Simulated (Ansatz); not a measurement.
Predict the output of the script below (Ansatz's Python interface).

Script `bde.py`:
```python
import ansatz as az


def total_energy(molecule, charge=0, unpaired=0):
    calc = (
        molecule.calculation()
        .basis(gaussian="pcseg-2")
        .functional("R2SCAN0")
    )
    if charge:
        calc = calc.charge(charge)
    if unpaired:
        calc = calc.spin("collinear", total=unpaired)
    report = calc.run(threads=1, pin="off").report
    if report["published_state_doubts"]:
        print("  doubts:", report["published_state_doubts"])
    return report["free_energy_ev"]

GEOMETRY = """
C    -1.05460    0.45600   -0.68240
N     0.28930    0.11570   -0.56190
Si    0.90710   -0.70430    0.76470
H    -1.19160    0.97260   -1.67760
H    -1.76410   -0.37600   -0.64690
H    -1.39680    1.24320    0.07010
H     0.90190    0.93520   -0.73580
H     0.20700   -1.93460    0.97490
H     0.81770    0.21480    1.98490
H     2.36710   -0.97380    0.51290
"""

def without(molecule, index):
    rest = az.Crystal.molecule()
    for i, site in enumerate(molecule.cartesian_sites):
        if i != index:
            rest = rest.atom(site.symbol, site.position_ang)
    return rest


def main() -> None:
    system = az.Crystal.molecule()
    for line in GEOMETRY.strip().splitlines():
        symbol, *xyz = line.split()
        system = system.atom(symbol, [float(v) for v in xyz])

    whole = total_energy(system, 0)
    hydrogen = total_energy(az.Crystal.molecule().atom("H", (0, 0, 0)), 0, 1)
    print(f"E(molecule) = {whole:.5f} eV, E(H) = {hydrogen:.5f} eV")
    for index in [5, 6, 9]:
        radical = total_energy(without(system, index), 0, 1)
        print(f"H{index}: homolysis {96.485332 * (radical + hydrogen - whole):.1f} kJ/mol")
        anion = total_energy(without(system, index), -1)
        print(f"H{index}: loss of a proton {96.485332 * (anion - whole):.1f} kJ/mol")


if __name__ == "__main__":
    main()
```

```console
$ python bde.py
E(molecule) = -10517.30503 eV, E(H) = -13.60583 eV
H5: homolysis 407.7 kJ/mol
H5: loss of a proton 1792.0 kJ/mol
H6: homolysis 430.5 kJ/mol
H6: loss of a proton 1623.2 kJ/mol
H9: homolysis 393.0 kJ/mol
H9: loss of a proton 1674.7 kJ/mol
```

Caveats:
- Total energies depend on the basis set; only differences at equal settings carry meaning.
- The geometry is a force-field or estimated start, not a minimum of this method, and the basis set is short of its limit. All parts are taken at fixed geometry, without zero-point energy.
- Anions want diffuse functions, which this basis lacks.
- The whole script took 85 s on 1 thread of Arm Neoverse V1, on a shared host, peak memory 0.47 GiB.

(Lines on the test bed's own set-up are left out of the output.)
